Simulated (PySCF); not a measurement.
**IrOF2: structure of the doublet**

The task is one start of a wider search on IrOF2: the doublet, from a PBE0 minimum start. It is relaxed, tested by its Hessian and followed downhill if it is a saddle.

Program: PySCF 2.14.0. Level of theory: PBE0, basis Ir def2-SVP with ECP60, O def2-SVP, F def2-SVP, scalar-relativistic core potentials, no spin–orbit coupling, density fitting. These are calculated values, not measurements.

**1. Where the work starts**

4 atoms, charge 0, spin multiplicity 2.

Bond lengths: Ir1–O2 1.660 Å, Ir1–F3 1.847 Å, Ir1–F4 1.847 Å. Angles: O2–Ir1–F3 120.6°, O2–Ir1–F4 120.6°, F3–Ir1–F4 118.9°.

```xyz
4
charge 0 multiplicity 2
Ir    0.0369    0.0000    0.0000
O     1.6974    0.0000    0.0000
F    -0.9022    1.5905    0.0000
F    -0.9022   -1.5905    0.0000
```

**2. The SCF at the typed geometry**

One driver script runs all steps and calls PySCF; scf.py shows how it sets up the SCF of each step. The optimiser is the driver's own. After this first run the driver tries any further starts and a stability analysis.

File scf.py:

```python
from pyscf import gto, scf, dft
mol = gto.M(atom='''
Ir     0.036950    -0.000000     0.000000
O      1.697440    -0.000000     0.000000
F     -0.902180     1.590490     0.000000
F     -0.902180    -1.590490     0.000000''',
    basis={'Ir': 'def2-SVP', 'O': 'def2-SVP', 'F': 'def2-SVP'},
    ecp={'Ir': 'def2-SVP'},
    charge=0, spin=1)
mf = dft.UKS(mol, xc='PBE0')
mf.grids.atom_grid = (50, 194)
aux = {'Ir': 'def2-universal-JKFIT', 'O': 'def2-universal-JKFIT', 'F': 'def2-universal-JKFIT'}
mf = mf.density_fit(auxbasis=aux)
mf.conv_tol = 1e-08
mf.diis_space = 10
mf.max_cycle = 60
mf.init_guess = 'minao'
mf.verbose = 4
mf.kernel()
```

Started as:

```console
$ OMP_NUM_THREADS=2 python axn.py task.json out
```

Output:

```text
init E= -366.898075753615
[... the frontier-level lines of each cycle are left out ...]
cycle= 1 E= -378.597583823477  delta_E= -11.7  |g|= 0.539  |ddm|= 5.77
cycle= 2 E= -378.501381979328  delta_E= 0.0962  |g|= 0.769  |ddm|= 1.05
cycle= 3 E= -378.648919136498  delta_E= -0.148  |g|= 0.41  |ddm|= 0.71
cycle= 4 E= -378.710343084322  delta_E= -0.0614  |g|= 0.106  |ddm|= 0.294
cycle= 5 E= -378.713619285688  delta_E= -0.00328  |g|= 0.0484  |ddm|= 0.108
cycle= 6 E= -378.714606697902  delta_E= -0.000987  |g|= 0.00406  |ddm|= 0.0414
cycle= 7 E= -378.7146223054  delta_E= -1.56e-05  |g|= 0.00155  |ddm|= 0.00902
cycle= 8 E= -378.714627345044  delta_E= -5.04e-06  |g|= 0.000583  |ddm|= 0.00631
cycle= 9 E= -378.7146290241  delta_E= -1.68e-06  |g|= 0.000233  |ddm|= 0.00456
cycle= 10 E= -378.714629409463  delta_E= -3.85e-07  |g|= 9.07e-05  |ddm|= 0.00271
cycle= 11 E= -378.714629456133  delta_E= -4.67e-08  |g|= 3.19e-05  |ddm|= 0.000989
cycle= 12 E= -378.714629460124  delta_E= -3.99e-09  |g|= 8.46e-06  |ddm|= 0.000295
Extra cycle  E= -378.714629460323  delta_E= -1.99e-10  |g|= 1.31e-05  |ddm|= 3.6e-05
converged SCF energy = -378.714629460323  <S^2> = 0.75661555  2S+1 = 2.0066046
```

This step, with its further starts and checks, ran for 11 s (2 threads of Arm Neoverse V1, shared host).

Energies from each starting density:

| start | energy (Eh) |
| --- | --- |
| the minimal-basis guess | -378.714629 |
| a thermally smeared density | -378.714629 |
| a smeared PBE density | -378.714629 |

The test of internal stability and the other starts found no lower solution of this spin.

**3. Relaxation: PBE0 minimum start, doublet**

The program finds C2v symmetry in the start, which this walk keeps.

Changes to scf.py since step 2:

```diff
@@ -3,4 +3,4 @@
-Ir     0.036950    -0.000000     0.000000
-O      1.697440    -0.000000     0.000000
-F     -0.902180     1.590490     0.000000
-F     -0.902180    -1.590490     0.000000''',
+Ir     0.036948     0.000000     0.000000
+O      1.697438     0.000000     0.000000
+F     -0.902182     1.590490     0.000000
+F     -0.902182    -1.590490     0.000000''',
@@ -17 +16,0 @@
-mf.init_guess = 'minao'
```

The optimiser's trace:

| step | energy (Eh) | change (kJ/mol) | largest symmetric gradient (Eh/bohr) |
| --- | --- | --- | --- |
| 0 | -378.714629 | 0.00 | 0.00080 |
| 1 | -378.714633 | -0.01 | 0.00018 |
| 2 | -378.714636 | -0.02 | 0.00012 |
| 3 | -378.714637 | -0.02 | 0.00004 |

The walk took 8.3 s.

After 3 steps and 0.0 kJ/mol it ends at C2v: Ir–F 1.847 Å (×2), Ir–O 1.661 Å; F–Ir–F 119.3°, F–Ir–O 120.4° (×2).

**4. Vibrations and properties at this point**

On the finer grid the gradient is checked again; gradients at displacements of ±0.02 bohr then give force constants and infrared intensities.

Changes to scf.py since step 3:

```diff
@@ -3,4 +3,4 @@
-Ir     0.036948     0.000000     0.000000
-O      1.697438     0.000000     0.000000
-F     -0.902182     1.590490     0.000000
-F     -0.902182    -1.590490     0.000000''',
+Ir     0.037517     0.000000     0.000000
+O      1.698052     0.000000     0.000000
+F     -0.898678     1.592129     0.000000
+F     -0.898678    -1.592129     0.000000''',
@@ -11 +11 @@
-mf.grids.atom_grid = (50, 194)
+mf.grids.atom_grid = (75, 302)
@@ -14 +14 @@
-mf.conv_tol = 1e-08
+mf.conv_tol = 1e-10
```

This SCF starts from the last density.

Log of the central SCF (cycles and frontier levels):

```text
init E= -378.714679367927
[... the frontier-level lines of each cycle are left out ...]
cycle= 1 E= -378.714679367914  delta_E= 1.36e-11  |g|= 7.14e-06  |ddm|= 8.45e-06
Extra cycle  E= -378.714679367836  delta_E= 7.8e-11  |g|= 1.6e-05  |ddm|= 1.66e-05
converged SCF energy = -378.714679367836  <S^2> = 0.75660696  2S+1 = 2.0065961
```

The whole step took 64 s.

Geometry: C2v; Ir–F 1.847 Å (×2), Ir–O 1.661 Å; F–Ir–F 119.1°, F–Ir–O 120.5° (×2).

Harmonic modes (main isotopes):

```json
{"symmetry": "a1", "ω (cm⁻¹)": "161", "IR (km/mol)": "4.9", "type": "bend"}
{"symmetry": "b2", "ω (cm⁻¹)": "197", "IR (km/mol)": "7.4", "type": "bend"}
{"symmetry": "b1", "ω (cm⁻¹)": "215", "IR (km/mol)": "5.2", "type": "bend"}
{"symmetry": "a1", "ω (cm⁻¹)": "695", "IR (km/mol)": "48.0", "type": "stretch"}
{"symmetry": "b2", "ω (cm⁻¹)": "700", "IR (km/mol)": "93.4", "type": "stretch"}
{"symmetry": "a1", "ω (cm⁻¹)": "1064", "IR (km/mol)": "63.0", "type": "stretch"}
```

No imaginary mode, so this is a minimum.

Properties at this point:

```
Dipole moment                                                   : 0.20 D
Highest occupied level                                          : -8.29 eV
Lowest empty level                                              : -4.07 eV
Rotational constants                                            : 0.2187, 0.175, 0.09722 cm⁻¹
Zero-point energy                                               : 18.1 kJ/mol
Principal polarisabilities                                      : 25.5, 31.3, 38.0 bohr³
Atomisation energy without zero-point energy                    : 1243 kJ/mol
Principal traceless quadrupole moments about the centre of mass : -2.48, -0.24, 2.72 D Å
Entropy at 298.15 K and 1 bar (electronic part: spin only)      : 315.5 J/(mol K)
Heat capacity Cp at 298.15 K                                    : 64.8 J/(mol K)
Enthalpy at 298.15 K above 0 K                                  : 15.12 kJ/mol
Rotational symmetry number                                      : 2
Spin squared ⟨S²⟩                                               : 0.757
```

Charges (e) and bond orders:

```csv
atom,Mulliken,Löwdin,polar tensor,spin (Mulliken),Mayer order to Ir1
Ir1,0.93,0.35,1.44,0.58,–
O2,-0.25,-0.02,-0.46,0.41,2.03
"F3,4",-0.34,-0.16,-0.49,0.01,0.93
```

Outer orbital energies (eV). α occupied: -13.59, -12.68, -12.61, -12.44, -11.95, -8.77, -8.68, -8.29; empty: -3.74, -3.74, -0.21, 0.63. β occupied: -13.42, -13.14, -12.60, -12.37, -11.78, -11.74, -8.46, -8.40; empty: -4.07, -3.49, -3.42, -0.07.

Mulliken populations on Ir1 (outside its core potential): s 2.70, p 6.27, d 7.01, f 0.09.

**5. What came out**

| quantity | value |
| --- | --- |
| minimum | doublet, C2v |
| geometry | Ir–F 1.847 Å (×2), Ir–O 1.661 Å; F–Ir–F 119.1°, F–Ir–O 120.5° (×2) |
| wavenumbers (cm⁻¹) | 161 (a1), 197 (b2), 215 (b1), 695 (a1), 700 (b2), 1064 (a1) |
| dipole moment | 0.20 D |
| highest occupied, lowest empty level (either spin) | -8.29, -4.07 eV |
| polar-tensor charge of Ir1 | +1.44 e |
| zero-point energy | 18.1 kJ/mol |
| entropy at 298.15 K | 315.5 J/(mol K) |
| atomisation energy (no zero-point energy) | 1243 kJ/mol |
| ⟨S²⟩ | 0.757 |

In words: The molecule stays C2v, as typed, and the end point is a minimum. The strongest infrared band lies at 700 cm⁻¹ (b2, stretch). Most of the spin sits on Ir1 (Mulliken spin 0.58, against 1 for the whole molecule). Only this shape and spin were tried, so other structures or states may lie lower. One determinant may miss the lowest occupation of an open d or f shell. Spin–orbit coupling, left out here, can matter for elements this heavy.

The search up to here took 84 s.
